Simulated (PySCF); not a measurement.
# C3CuN3 ([Cu(CN)3]2-): the cost of one run

Computed with PySCF 2.14.0 and routines of our own; the level stands in each step. Atoms count from 0.

## Step 1: The system as given

7 atoms, charge -2, multiplicity 1; geometry from: GFN2-xTB.

## Step 2: Magnetic properties: GIAO B3LYP/def2-SVP Cu:def2-TZVP

The job: settings as JSON, then the geometry in Å.

```
{"job": {"kind": "mag", "xc": "B3LYP", "basis": {"default": "def2-SVP", "Cu": "def2-TZVP"}}, "charge": -2, "multiplicity": 1}
Cu    -0.003430     0.008130    -0.007340
C      1.777970     0.015000     0.001540
N      2.944110     0.002810     0.009630
C     -0.909770     1.541790    -0.013380
N     -1.500460     2.547510    -0.013590
C     -0.872770    -1.546920     0.007900
N     -1.435660    -2.568320     0.015230
```

Method: GIAO B3LYP/def2-SVP Cu:def2-TZVP magnetisability, rotational g tensor and spin-rotation constants, non-relativistic, gas phase.

Command:

```
> OMP_NUM_THREADS=1 python excited_run.py task.json out
```

This one command runs all jobs of the session in turn.

Q: Estimate the wall time and peak memory of this first job on 1 thread of Intel Xeon 6975P-C, shared host.

About 11 s, with a peak of 1.1 GiB.
